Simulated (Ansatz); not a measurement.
**WClF₅: how energies converge with the basis set**

How large a basis does WClF₅ need? Two functionals are run in growing sets.

Method: one geometry, several basis sets; program: Ansatz 0.2.0, Gaussian basis.

The runs, in order: PBE0-D4/def2-SVP; ωB97M-V/def2-SVP; PBE0-D4/def2-QZVPP; ωB97M-V/def2-QZVPP; the functionals' def2-TZVPP values are taken from earlier runs.

## (1) Structure used throughout

An earlier PBE0-D4 in a triple-zeta def2 set relaxation fixed the geometry. W takes the def2 core potential; no spin-orbit term is included.

SMILES `[F][W]([F])([F])([F])([F])[Cl]`, 7 atoms, charge 0, spin multiplicity 1.

Atoms are counted from 1 here; the program's logs count them from 0.

Bond lengths: F1–W2 1.836 Å, W2–F3 1.836 Å, W2–F4 1.843 Å, W2–F5 1.836 Å, W2–F6 1.836 Å, W2–Cl7 2.261 Å. Angles: F1–W2–F3 90.0°, F1–W2–F4 88.6°, F1–W2–F5 90.0°, F1–W2–F6 177.3°, F1–W2–Cl7 91.3°, F3–W2–F4 88.7°, F3–W2–F5 177.3°, F3–W2–F6 90.0°, F3–W2–Cl7 91.3°, F4–W2–F5 88.7°, F4–W2–F6 88.7°, F4–W2–Cl7 180.0°, F5–W2–F6 90.0°, F5–W2–Cl7 91.3°, F6–W2–Cl7 91.4°.

## (2) PBE0-D4 in def2-SVP

The input, in.yaml:

```yaml
crystal:
  periodic: [false, false, false]
  atoms:
    - {symbol: F, position_ang: [-1.045332, 0.750620, -1.304944]}
    - {symbol: W, position_ang: [0.033462, 0.013648, -0.015026]}
    - {symbol: F, position_ang: [0.744822, -1.128916, -1.263756]}
    - {symbol: F, position_ang: [1.332933, 1.241752, -0.462071]}
    - {symbol: F, position_ang: [-0.617050, 1.213360, 1.213112]}
    - {symbol: F, position_ang: [1.173020, -0.665673, 1.254118]}
    - {symbol: Cl, position_ang: [-1.560654, -1.492791, 0.532868]}
basis:
  gaussian: {orbitals: def2-SVP}
hamiltonian: {xc: pbe0, dispersion: d4}
output: {orbitals: {seedname: orbitals}}
```

Launch:

```sh
$ ansatz run in.yaml --threads 4 --pin off --events-out ev --progress --plain --max-ram 11315MiB
```

After this run come: ωB97M-V in def2-SVP; PBE0-D4 in def2-QZVPP; ωB97M-V in def2-QZVPP.

**Question.** What will the summary of the whole plan be? Wanted: PBE0-D4: double and triple zeta above quadruple; ωB97M-V: double and triple zeta above quadruple.

The runs gave:

```
                                       quantity           value
PBE0-D4: double and triple zeta above quadruple  23.09, 1.10 eV
ωB97M-V: double and triple zeta above quadruple  23.34, 1.04 eV
```

PBE0-D4 gains 21.99 eV from double to triple zeta, then 1.10 eV more. Total energies overstate the basis error of differences, where much of it tends to cancel.
